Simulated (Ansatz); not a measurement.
# BGeO (doublet): wave-function methods side by side at a displaced geometry (v1), cc-pVDZ

One table from this session's results is given with a row withheld; the runs are named, their logs left out.

Computed with Ansatz 0.2.0, Gaussian basis. Level: cc-pVDZ, core rule «outside noble gas», up to 16 orbitals frozen.

The runs, in order: UHF; CCSD(T) on ROHF; CCSD(T) on UHF; BCCD(T) on ROHF; CISD as a restricted active space (open shells left free, so some higher excitations enter); CCSDT(Q) on ROHF; CCSDT(Q) on UHF.

15 further runs of the same task are left out: 7 that didn't finish, 8 set aside as unsound or not needed. Runs told in other sessions of the task aren't counted.

### What is computed

The geometry is a PBE0/def2-TZVP stationary point (not a proven minimum) with its atoms shifted at random (size 0.040 Å). No spin-orbit coupling is included. The filled d shell of Ge may be among the frozen orbitals whatever the setting's name suggests.

3 atoms, charge 0, spin multiplicity 2.

Atoms are counted from 1 here; the program's logs count them from 0.

Bond lengths: Ge1–B2 2.106 Å, B2–O3 1.252 Å. Angles: Ge1–B2–O3 176.1°.

Coordinates:

| atom | x (Å) | y (Å) | z (Å) |
| --- | --- | --- | --- |
| Ge1 | -0.0154 | -0.0090 | 1.8202 |
| B2 | -0.0163 | -0.0252 | -0.2852 |
| O3 | 0.0317 | 0.0342 | -1.5350 |

Set-up of the first run:

File in.yaml:

```yaml
crystal:
  periodic: [false, false, false]
  atoms:
    - {symbol: Ge, position_ang: [-0.015433, -0.009008, 1.820240]}
    - {symbol: B, position_ang: [-0.016266, -0.025151, -0.285213]}
    - {symbol: O, position_ang: [0.031698, 0.034159, -1.535027]}
basis:
  gaussian: {orbitals: cc-pVDZ}
magnetization: {spin_polarized: true, initial_magnetization: 1}
hamiltonian: {xc: hf}
output: {orbitals: {seedname: orbitals}}
```

The run is started by

```bash
$ ansatz run in.yaml --threads 1 --pin off --events-out ev --progress --plain --max-ram 2393MiB
```

Steps of the session up to this table: UHF; CCSD(T) on ROHF; CCSD(T) on UHF; BCCD(T) on ROHF; CISD as a restricted active space (open shells left free, so some higher excitations enter); CCSDT(Q) on ROHF; CCSDT(Q) on UHF.

One table of the session follows, with a row left open; its other results are not shown here.

```
   method  from UCCSDT(Q) (kcal/mol)
     ROHF                          ?
      UHF                    +219.88
     RMP2                     +20.71
     UMP2                     +20.89
     CISD                     +31.23
    RCCSD                     +10.03
    UCCSD                      +9.91
 RCCSD(T)                      +1.63
 UCCSD(T)                      +1.58
  BCCD(T)                      +1.56
   RCCSDT                      +0.98
   UCCSDT                      +0.92
RCCSDT(Q)                      +0.32
UCCSDT(Q)                          0
```

Q: Estimate the row for ROHF from the others.

As computed: from UCCSDT(Q) (kcal/mol): +222.04. In the column «from UCCSDT(Q) (kcal/mol)» it is the highest.

To keep in mind: Restricted and unrestricted rows rest on different reference determinants; a gap between their highest levels can come from leftover correlation error, from unlike frozen cores or from another state.
